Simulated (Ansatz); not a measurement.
# AlBGeH (quartet): from Hartree-Fock to the top rungs, cc-pVDZ

One table from this session's results is given with a row withheld; the runs are named, their logs left out.

Computed with Ansatz 0.2.0, Gaussian basis. Level: cc-pVDZ, core rule «outside noble gas», up to 20 orbitals frozen.

To be run: UHF; CCSD(T) on ROHF; CCSD(T) on UHF; BCCD(T) on ROHF; CISD; CCSDT(Q) on ROHF; CCSDT(Q) on UHF.

18 further runs of the same task are left out: 7 that didn't finish, 11 set aside as unsound or not needed.

### The system

The geometry is a PBE0/def2-TZVP stationary point (not a proven minimum) of the parent state, kept for this charge and spin. No spin-orbit coupling is included. The filled d shell of Ge may be among the frozen orbitals whatever the setting's name suggests; the logs give the count.

4 atoms, charge 0, spin multiplicity 4.

Atoms are counted from 1 here; the program's logs count them from 0.

Bond lengths: Al1–Ge2 2.506 Å, Al1–B3 2.016 Å, Al1–H4 1.583 Å, Ge2–B3 1.894 Å. Angles: Ge2–Al1–B3 48.0°, Ge2–Al1–H4 155.3°, B3–Al1–H4 156.6°, Al1–Ge2–B3 52.3°, Al1–B3–Ge2 79.6°.

The first run:

The input, in.yaml:

```yaml
crystal:
  periodic: [false, false, false]
  atoms:
    - {symbol: Al, position_ang: [0.000000, -0.151695, 1.750022]}
    - {symbol: Ge, position_ang: [0.000000, -0.134195, -0.755651]}
    - {symbol: B, position_ang: [0.000000, 1.356911, 0.412828]}
    - {symbol: H, position_ang: [0.000000, -0.822105, 3.183825]}
basis:
  gaussian: {orbitals: cc-pVDZ}
magnetization: {spin_polarized: true, initial_magnetization: 3}
hamiltonian: {xc: hf}
output: {orbitals: {seedname: orbitals}}
```

Command:

```bash
$ ansatz run in.yaml --threads 1 --pin off --events-out ev --progress --plain --max-ram 2393MiB
```

Steps of the session up to this table: UHF; CCSD(T) on ROHF; CCSD(T) on UHF; BCCD(T) on ROHF; CISD; CCSDT(Q) on ROHF; CCSDT(Q) on UHF.

One of the session's tables, all rows but one given; the rest of the session is left out.

| method | from UCCSDT(Q) (meV) |
| --- | --- |
| ROHF | +6342.7 |
| UHF | +6166.4 |
| RMP2 | +1295.1 |
| UMP2 | +1380.7 |
| CISD | +901.1 |
| RCCSD | +384.3 |
| UCCSD | +376.0 |
| RCCSD(T) | ? |
| UCCSD(T) | +80.6 |
| BCCD(T) | +78.2 |
| RCCSDT | +30.7 |
| UCCSDT | +26.3 |
| RCCSDT(Q) | +4.9 |
| UCCSDT(Q) | 0 |

Estimate the missing values for RCCSD(T).

The run gave: from UCCSDT(Q) (meV): +80.4. In the column «from UCCSDT(Q) (meV)» it lies between BCCD(T) (+78.2) and UCCSD(T) (+80.6).

Limits of these values: Restricted and unrestricted rows rest on different reference determinants; where their highest levels disagree by more than a few hundredths of an eV, they describe different states and don't form one ladder.
